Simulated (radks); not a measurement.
**The Coulomb parameter U of the 5d shell of Pt²⁺**

An exercise on one series of results from a longer session: the logs are not shown, and one member is left open.

Method: Dirac Kohn-Sham, PBE, spin-unpolarised, spherical densities, finite nucleus; open shells are shared between the two j in proportion to 2j + 1. Code: radks (a radial shooting solver on a logarithmic mesh, Libxc functionals) version 1.

## The atom as given

```
element            : platinum (Z = 78)
charge             : +2
electrons          : 76
configuration      : [Xe] 4f14 5d7 6p1
nuclear rms radius : 5.427 fm
```

Outer shells as boxes (Hund's rule):

Pt²⁺
```
[Xe] core
4f [↑↓][↑↓][↑↓][↑↓][↑↓][↑↓][↑↓]
5d [↑↓][↑↓][↑ ][↑ ][↑ ]
6p [↑ ][  ][  ]
```

The first run:

Settings of this run:

```text
Z 78
configuration [Xe] 4f14 5d7 6p1
relativity Dirac
functional pbe,pbe
spin unpolarised
j_filling average
nucleus finite rms 5.427 fm
c 137.035999084
```

Among the steps run: Start: [Xe] 4f14 5d7 6p1.

One table of the session follows, with a row left open; its other results are not shown here.

It belongs to the step «Start: [Xe] 4f14 5d7 6p1». From the orbitals of this run (lengths in bohr):

```
level     <r>  outermost maximum (interpolated)  90 % within  nodes
4f5/2  0.5121                             0.383        0.827      0
4f7/2  0.5194                             0.387        0.839      0
5p1/2   1.028                             0.921         1.49      3
5p3/2   1.122                             1.000         1.63      3
5d3/2   1.481                              1.21         2.25      2
5d5/2   1.529                              1.25         2.33      2
6p1/2       ?                                 ?            ?      ?
6p3/2   3.122                              2.75         4.53      4
```

Q: Estimate the row for 6p1/2 from the others.

The run gave: <r>: 2.872; outermost maximum (interpolated): 2.51; 90 % within: 4.18; nodes: 4. In the column «<r>» it lies between 5d5/2 (1.529) and 6p3/2 (3.122).
